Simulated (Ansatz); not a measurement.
# TiHg: the cost of one run

Program: Ansatz 0.2.0. Level of theory: DFT r2SCAN, scalar-relativistic, plane waves, PAW. These are calculated values, not measurements.

1 further run of the same task is left out (set aside as unsound or not needed).

## (1) The structure to begin with

Symmetry: P4/mmm, No. 123, tetragonal system. The conventional cell has a = 2.985 Å, b = 2.985 Å, c = 4.109 Å, α = 90.00°, β = 90.00°, γ = 90.00°. Ti (site symmetry 4/mmm) has 8 Hg at 2.95 Å and 4 Ti at 2.98 Å as nearest neighbours. Around Hg (site symmetry 4/mmm) lie 8 Ti at 2.95 Å and 4 Hg at 2.98 Å.

Coordinates:

```cif
data_structure
_symmetry_space_group_name_H-M 'P4/mmm'
_symmetry_Int_Tables_number 123
_cell_length_a 2.9849
_cell_length_b 2.9849
_cell_length_c 4.1086
_cell_angle_alpha 90.000
_cell_angle_beta 90.000
_cell_angle_gamma 90.000
_cell_volume 36.61
loop_
_atom_site_label
_atom_site_type_symbol
_atom_site_symmetry_multiplicity
_atom_site_Wyckoff_symbol
_atom_site_fract_x
_atom_site_fract_y
_atom_site_fract_z
_atom_site_occupancy
Ti1 Ti 1 d 0.50000 0.50000 0.50000 1
Hg1 Hg 1 a 0.00000 0.00000 0.00000 1
```

It is the result of an earlier relaxation at this level (volume 18.30 Å³/atom; gap on the mesh: none (metal)).

## (2) Electronic structure at the relaxed geometry

File input.yaml:

```yaml
crystal:
  lattice:
    - [2.9849054884, 0.0, 0.0]
    - [0.0, 2.9849054884, 0.0]
    - [0.0, 0.0, 4.108622547]
  atoms:
    - { symbol: Ti, position: [0.5, 0.5, 0.5] }
    - { symbol: Hg, position: [0.0, 0.0, 0.0] }
basis:
  ecutwfc: 500
kpoints:
  mp_grid: { grid: [14, 14, 10] }
  band_path:
    path:
      - [[0.0, 0.0, 0.0], [0.0, 0.5, 0.0], [0.5, 0.5, 0.0], [0.0, 0.0, 0.0], [0.0, 0.0, 0.5], [0.0, 0.5, 0.5], [0.5, 0.5, 0.5], [0.0, 0.0, 0.5]]
      - [[0.0, 0.5, 0.0], [0.0, 0.5, 0.5]]
      - [[0.5, 0.5, 0.0], [0.5, 0.5, 0.5]]
    npoints: 14
hamiltonian:
  xc: r2scan
scf:
  occupations: { method: gaussian, width: 0.1 }
  n_extra_bands: 6
output:
  forces: true
  stress: true
  eigenvalues: true
  populations: true
  dos: { projected: true, de: 0.02, nscf_kmesh: { grid: [21, 21, 15] } }
  bader: true
  write_density: true
  write_potential: true
  elf: true
  volumetric_format: npy
```

Command:

```
$ ansatz run input.yaml --threads 1 --pin off --max-ram 2560MiB --backend cpu --events-out ev --progress --plain --runs-dir out
```

**Question.** How long does this run take on 1 thread of Arm Neoverse V1, shared host, and how much memory does it need?

About 62 s, with a peak of 0.62 GiB.
